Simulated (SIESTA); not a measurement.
In3Pd2 under changes of volume

One of the cells (20.450 Å³/atom); the others are scaled copies at fixed shape and fractional positions:

```
CELL_PARAMETERS angstrom
4.59143 0.00000 0.00000
-2.29571 3.97629 0.00000
0.00000 0.00000 5.60053
ATOMIC_POSITIONS crystal
In 0.66667 0.33333 0.35512
In 0.33333 0.66667 0.64488
In 0.00000 0.00000 0.00000
Pd 0.66667 0.33333 0.84998
Pd 0.33333 0.66667 0.15002
```

The cell comes from a database or a generator and needn't be the stable form of this composition.

- Program: SIESTA 5.4.2
- Functional: PBEsol
- Potentials or basis: PseudoDojo 0.4 standard (PBEsol files)
- Basis: DZP (energy shift 0.003 Ry; two zetas on semicore shells)
- Grid cutoff: 800 Ry
- Energy shift: 0.003 Ry
- k mesh: 7 × 7 × 5
- Occupations: fermi-dirac, width 0.05 eV
- Spin: no spin polarisation

| volume (Å³/atom) | energy over the lowest point (meV/atom) | pressure (GPa) | largest force (eV/Å) |
| --- | --- | --- | --- |
| 18.846 | 14.61 | 5.7 | 0.060 |
| 19.247 | 3.99 | 2.9 | 0.026 |
| 19.648 | 0.00 | 0.4 | 0.030 |
| 20.450 | 8.59 | -3.6 | 0.053 |
| 20.851 | ? | ? | ? |
| 21.252 | 35.22 | -6.7 | 0.077 |

Q: What does the run at 20.851 Å³/atom give?

A: Energy over the lowest point 19.97 meV/atom; pressure -5.3 GPa; largest force 0.068 eV/Å.

Worked out: A Birch-Murnaghan fit of order 3 (a polynomial in V^(-2/3)) to the other rows has its minimum at 19.72 Å³/atom with B0 = V·E''(V) = 111 GPa and B' = 5.3 at fixed shape and positions, which overstates the stiffness. It gives 19.94 meV/atom at 20.851 Å³/atom, against the run's 19.97, and -dE/dV = -5.4 GPa, against -5.3.

Energies are extrapolated to zero smearing.

Caveats: the basis of atomic orbitals isn't converged, which shifts pressures, moduli and gaps.
